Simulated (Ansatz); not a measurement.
A first try at a projected density of states of LaTl3, space group Pm-3m, using Ansatz 0.2.0, Python API.

`pdos_latl3.py`:
```python
'''Which atoms and shells make the states of LaTl3.'''

import ansatz as az
import matplotlib.pyplot as plt
import numpy as np

lattice = az.Lattice.of(
    (4.799, 0.0, 0.0),
    (0.0, 4.799, 0.0),
    (0.0, 0.0, 4.799),
)
sites = [
    ('La', (0.0, 0.0, 0.0)),
    ('Tl', (0.0, 0.5, 0.5)),
    ('Tl', (0.5, 0.0, 0.5)),
    ('Tl', (0.5, 0.5, 0.0)),
]
cell = az.Crystal(lattice=lattice)
for symbol, position in sites:
    cell = cell.atom(symbol, position)

setup = cell.calculation()
setup = setup.functional('lda')
setup = setup.kpoints(5, 5, 5)
setup = setup.basis(420)
setup = setup.occupations('gaussian', width=0.05)
setup = setup.scf(extra_bands=14)
setup = setup
done = setup.run(threads=1)
r = done.report

dos = done.density_of_states()
energy = np.asarray(dos.energies_ev) - dos.fermi_ev
curves = {}
for site in done.projected_density_of_states().sites:
    for shell in site.shells:
        weight = sum(np.sum(curve.g_bin_mean_per_ev, axis=0) for curve in shell.curves)
        name = f'{site.species} {shell.label}'
        curves[name] = curves.get(name, 0) + weight

window = (energy > -8) & (energy < 4)
fig, ax = plt.subplots(figsize=(5.5, 3.5))
for name, g in curves.items():
    if g[window].max() > 0.05:
        ax.plot(energy[window], g[window], label=name, lw=1)
        print(f'{name:8s} peak {g[window].max():7.3f} states/eV at {energy[window][g[window].argmax()]:6.2f} eV')
ax.set(xlabel='E - E_F (eV)', ylabel='states/eV')
ax.legend(fontsize=7)
fig.tight_layout()
fig.savefig('pdos.png', dpi=100)
```

Output of `python pdos_latl3.py`:
```text
Traceback (most recent call last):
  File "pdos_latl3.py", line 33, in <module>
    energy = np.asarray(dos.energies_ev) - dos.fermi_ev
                        ^^^^^^^^^^^^^^^
AttributeError: 'NoneType' object has no attribute 'energies_ev'
```

Find the fault and give the corrected script.

The fault: the script reads a product that it never asked for. The change:

```diff
--- before
+++ after
@@ -27,3 +27,3 @@
 setup = setup.scf(extra_bands=14)
-setup = setup
+setup = setup.density_of_states(projected=True, energy_step=0.05)
 done = setup.run(threads=1)
```

After the fix:

Output of `python pdos_latl3.py`:
```text
La 5S    peak   0.057 states/eV at  -2.06 eV
La 6S    peak   0.207 states/eV at   2.59 eV
La 5P    peak   0.131 states/eV at  -5.71 eV
La 5D    peak   3.938 states/eV at   2.59 eV
La 4F    peak  40.018 states/eV at   1.94 eV
Tl 6S    peak   4.333 states/eV at  -5.71 eV
Tl 6P    peak   4.381 states/eV at  -0.81 eV
Tl 5D    peak   0.242 states/eV at  -5.71 eV
```

Reading the output:
- The mesh is modest for a metal, so energies can be off by several to tens of meV an atom and pressures by half a GPa or more; differences at equal mesh fare better.
- Peaks are the largest values inside the energy window taken; deeper bands lie outside it.
- Spin-orbit coupling, which matters for elements this heavy, is left out.
- The structure is a deposited one; some such entries were measured under pressure or heat, so a shift against it needn't be the functional's error alone.
- Curves are summed over the cell's atoms. Only shells that the potentials hold have channels, so projections don't add up to the total, least of all where a shell is missing (p of most metals); heights and places of peaks move with the mesh.
- The computed bands are complete only to about 4.6 eV above the Fermi level; beyond that the density of states is undercounted.
- The whole script took 4.3 s on 1 thread of Arm Neoverse V1, on a shared host, peak memory 0.45 GiB.
